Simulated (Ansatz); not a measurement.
# BGeC (quartet): from Hartree-Fock to the top rungs at a displaced geometry (v1), cc-pVDZ

The task here is to estimate one member of a computed series from the others.

The runs use Ansatz 0.2.0, Gaussian basis; cc-pVDZ, core rule «outside noble gas», up to 16 orbitals frozen.

To be run: UHF; CCSD(T) on ROHF; CCSD(T) on UHF; BCCD(T) on ROHF; CISD as a restricted active space (open shells left free, so some higher excitations enter); CCSDT(Q) on ROHF; CCSDT(Q) on UHF.

26 further runs of the same task are left out: 15 that didn't finish, 11 set aside as unsound or not needed. Runs told in other sessions of the task aren't counted.

**What is computed**

The geometry is a PBE0/def2-TZVP stationary point (not a proven minimum) with its atoms shifted at random (size 0.040 Å). No spin-orbit coupling is included. The filled d shell of Ge may be among the frozen orbitals whatever the setting's name suggests.

3 atoms, charge 0, spin multiplicity 4.

Atoms are counted from 1 here; the program's logs count them from 0.

Bond lengths: C1–B2 1.393 Å, B2–Ge3 1.978 Å. Angles: C1–B2–Ge3 177.2°.

Set-up of the first run:

in.yaml reads:

```yaml
crystal:
  periodic: [false, false, false]
  atoms:
    - {symbol: C, position_ang: [-0.015433, -0.009008, -1.587760]}
    - {symbol: B, position_ang: [-0.016266, -0.025151, -0.194413]}
    - {symbol: Ge, position_ang: [0.031698, 0.034159, 1.782173]}
basis:
  gaussian: {orbitals: cc-pVDZ}
magnetization: {spin_polarized: true, initial_magnetization: 3}
hamiltonian: {xc: hf}
output: {orbitals: {seedname: orbitals}}
```

The run is started by

```
$ ansatz run in.yaml --threads 1 --pin off --events-out ev --progress --plain --max-ram 2393MiB
```

Among the steps run: UHF; CCSD(T) on ROHF; CCSD(T) on UHF; BCCD(T) on ROHF; CISD as a restricted active space (open shells left free, so some higher excitations enter); CCSDT(Q) on ROHF; CCSDT(Q) on UHF.

One of the session's tables, all rows but one given; the rest of the session is left out.

| method | from RCCSDT(Q) (meV) |
| --- | --- |
| ROHF | +7315.1 |
| UHF | +6689.5 |
| RMP2 | +1741.4 |
| UMP2 | +1960.5 |
| CISD | +1241.6 |
| RCCSD | +593.3 |
| UCCSD | +584.8 |
| RCCSD(T) | +254.8 |
| UCCSD(T) | +275.0 |
| BCCD(T) | ? |
| RCCSDT | +100.9 |
| UCCSDT | +94.0 |
| RCCSDT(Q) | 0 |
| UCCSDT(Q) | -13.8 |

Q: Estimate the row for BCCD(T) from the others.

**Answer.** from RCCSDT(Q) (meV): +255.0. In the column «from RCCSDT(Q) (meV)» it lies between RCCSD(T) (+254.8) and UCCSD(T) (+275.0).

To keep in mind: Warnings: spin contamination; large T1 diagnostic. Restricted and unrestricted rows rest on different reference determinants; a gap between their highest levels can come from leftover correlation error, from unlike frozen cores or from another state.
